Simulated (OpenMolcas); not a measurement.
# A workflow on B

Aim: a series of 9 runs (ROHF/6-31G*, CASSCF(3,4)/6-31G*, CASPT2(3,4)/6-31G*, CASPT2[IPEA 0](3,4)/6-31G*, SC-NEVPT2(3,4)/6-31G*, PC-NEVPT2(3,4)/6-31G*, MC-PDFT[tPBE](3,4)/6-31G*, MC-PDFT[ftPBE](3,4)/6-31G*, and more) of B. 

The results are computed with OpenMolcas 26.06.

106 further runs of the same task are left out: 106 set aside as unsound or not needed.

## Step 1: A single-point energy at ROHF/6-31G(d) (spherical functions) (run 1)

Input file step1.input:

```
* B Hartree-Fock

&GATEWAY
 BasLib = $CurrDir
 Coord
 1
 angstrom
 B        0.000000       0.000000       0.000000
 Basis = 6-31Gs
 Group = NoSym

&SEWARD

&SCF
 UHF
 Spin = 2
 PrOrbitals = 1

&RASSCF
 FileOrb = $Project.UnaOrb
 Spin = 2
 Nactel = 1 0 0
 Inactive = 2
 Ras2 = 1
 OutOrbitals = Canonical
 OrbListing = Few
```

The basis set 6-31G* is read from a file made from the Basis Set Exchange's data (not shown).

Command:

```bash
export MOLCAS_MEM=1860
pymolcas step1.input > step1.log
```

The log of the run:

```text
--- Start Module: gateway ---
[...]
--- Stop Module: gateway /rc=_RC_ALL_IS_WELL_ ---
[...]
      Basis functions           14
[...]
--- Start Module: scf ---
[...]
       Convergence after   7 Iterations
[...]
::    Total SCF energy                                -24.5219719297
[...]
      Total spin, S                                     0.5018903055
[...]
--- Stop Module: scf /rc=_RC_ALL_IS_WELL_ ---
--- Start Module: rasscf ---
[...]
      Number of active orbitals                  1
[...]
      Spin quantum number                      0.5
[...]
      Active orbitals                            1
[...]
      Number of CSFs                             1
[...]
      Number of root(s) required                 1
[...]
      Convergence after  7 iterations
[...]
      printout of CI-coefficients larger than  0.05 for root  1
      energy=     -24.519364
      conf/sym  1     Coeff  Weight
             1  u   1.00000 1.00000
      Natural orbitals and occupation numbers for root  1
      sym 1:   1.000000
      ************************************************************************************************************************
      *                                                    Final results                                                     *
[...]
::    RASSCF root number  1 Total energy:    -24.51936373
[...]
      Total electronic charge=    5.000000
      Total            charge=   -0.000000
[...]
      Dipole Moment (debye):
      Origin of the operator (angstrom)=    0.0000    0.0000    0.0000
                   X= -1.1198E-17               Y=  1.1900E-16               Z= -1.6864E-16           Total=  2.0670E-16
      Quadrupole Moment (debye*angstrom):
[...]
--- Stop Module: rasscf /rc=_RC_ALL_IS_WELL_ ---
[...]
```

Wall time 1.5 s (1 thread of Intel Xeon 6975P-C (Granite Rapids), shared host); peak memory 0.37 GiB.

## Step 2: The B atom: the energy at CASSCF(3,4)/6-31G(d) (spherical functions) (run 2)

Input file step2.input:

```
&GATEWAY
  BasLib = $CurrDir
  Coord
  1
  angstrom
  B        0.000000       0.000000       0.000000
  Basis = 6-31Gs
  Group = NoSym

&SEWARD

&RASSCF
  FileOrb = $CurrDir/step1.RasOrb
  Spin = 2
  Nactel = 3 0 0
  Inactive = 1
  Ras2 = 4
  OrbListing = Few
```

The basis set 6-31G* is read from a file made from the Basis Set Exchange's data (not shown).

Command:

```bash
export MOLCAS_MEM=1860
pymolcas step2.input > step2.log
```

The log of the run:

```text
--- Start Module: gateway ---
[...]
--- Stop Module: gateway /rc=_RC_ALL_IS_WELL_ ---
--- Start Module: seward ---
[...]
      Basis functions           14
--- Stop Module: seward /rc=_RC_ALL_IS_WELL_ ---
--- Start Module: rasscf ---
[...]
      Number of active orbitals                  4
[...]
      Spin quantum number                      0.5
[...]
      Active orbitals                            4
[...]
      Number of CSFs                            20
[...]
      Number of root(s) required                 1
[...]
      Convergence after  8 iterations
[...]
      printout of CI-coefficients larger than  0.05 for root  1
      energy=     -24.553942
      conf/sym  1111     Coeff  Weight
             1  2u00  -0.97178 0.94436
            15  0u20  -0.16680 0.02782
            18  0u02  -0.16680 0.02782
      Natural orbitals and occupation numbers for root  1
      sym 1:   1.888712   1.000000   0.055644   0.055644
      ************************************************************************************************************************
      *                                                    Final results                                                     *
[...]
::    RASSCF root number  1 Total energy:    -24.55394238
[...]
      Total electronic charge=    5.000000
      Total            charge=   -0.000000
[...]
      Dipole Moment (debye):
      Origin of the operator (angstrom)=    0.0000    0.0000    0.0000
                   X=  4.4968E-15               Y= -2.2349E-15               Z= -8.7155E-15           Total=  1.0059E-14
      Quadrupole Moment (debye*angstrom):
[...]
--- Stop Module: rasscf /rc=_RC_ALL_IS_WELL_ ---
[...]
```

Wall time 1.1 s (1 thread of Intel Xeon 6975P-C (Granite Rapids), shared host); peak memory 0.37 GiB.

Runs 3 to 8 aren't shown in full; the table further down has their settings and results.

## Step 3: The B atom: the energy at MRCI(3,4)/6-31G(d) (spherical functions) (run 9)

Input file step9.input:

```
* B MRCI
&GATEWAY
BasLib = $CurrDir
Coord
1
angstrom
B        0.000000       0.000000       0.000000
Basis = 6-31Gs
Group = NoSym
&SEWARD
&RASSCF
FileOrb = $CurrDir/step2.RasOrb
Spin = 2
Nactel = 3 0 0
Inactive = 1
Ras2 = 4
OrbListing = Few
&MOTRA
LumOrb
Frozen = 1
&GUGA
Electrons = 3
Spin = 2
Inactive = 0
Active = 4
CIAll = 1
&MRCI
SDCI
```

The basis set 6-31G* is read from a file made from the Basis Set Exchange's data (not shown).

Run the same way, it converges to -24.57951 Eh (log not shown).

## Step 4: All runs side by side

```csv
run,level,active rule,inactive,energy (Eh),dipole moment (D) of the reference,wall time
1,ROHF/6-31G* (spherical functions),–,–,-24.519364,0.00,1.5 s
2,"CASSCF(3,4)/6-31G* (spherical functions)",full valence,1,-24.553942,0.00,1.1 s
3,"CASPT2(3,4)/6-31G* (spherical functions)",full valence,1,-24.573151,0.00,1.2 s
4,"CASPT2[IPEA 0](3,4)/6-31G* (spherical functions)",full valence,1,-24.575345,0.00,1.1 s
5,"SC-NEVPT2(3,4)/6-31G* (spherical functions)",full valence,1,-24.573157,0.00,1.2 s
6,"PC-NEVPT2(3,4)/6-31G* (spherical functions)",full valence,1,-24.573186,0.00,1.2 s
7,"MC-PDFT[tPBE](3,4)/6-31G* (spherical functions)",full valence,1,-24.603557,0.00,1.2 s
8,"MC-PDFT[ftPBE](3,4)/6-31G* (spherical functions)",full valence,1,-24.613388,0.00,1.2 s
9,"MRCI(3,4)/6-31G* (spherical functions)",full valence,1,-24.579511,0.00,1.2 s
```

## Step 5: Summary of results

```
                                     quantity         value
                  B atom, run 9: total energy  -24.57951 Eh
B atom, run 9: dipole moment (CASSCF density)        0.00 D
```

Below the ROHF energy at the same shape and in the same basis (6-31G*): CASSCF(3,4) -34.6 mEh; CASPT2(3,4) -53.8 mEh; CASPT2[IPEA 0](3,4) -56.0 mEh; SC-NEVPT2(3,4) -53.8 mEh; PC-NEVPT2(3,4) -53.8 mEh; MRCI(3,4) -60.1 mEh. Active-space methods hold only the correlation inside their space unless a perturbation or CI step follows. All runs together took 11 s, the longest 1.5 s.
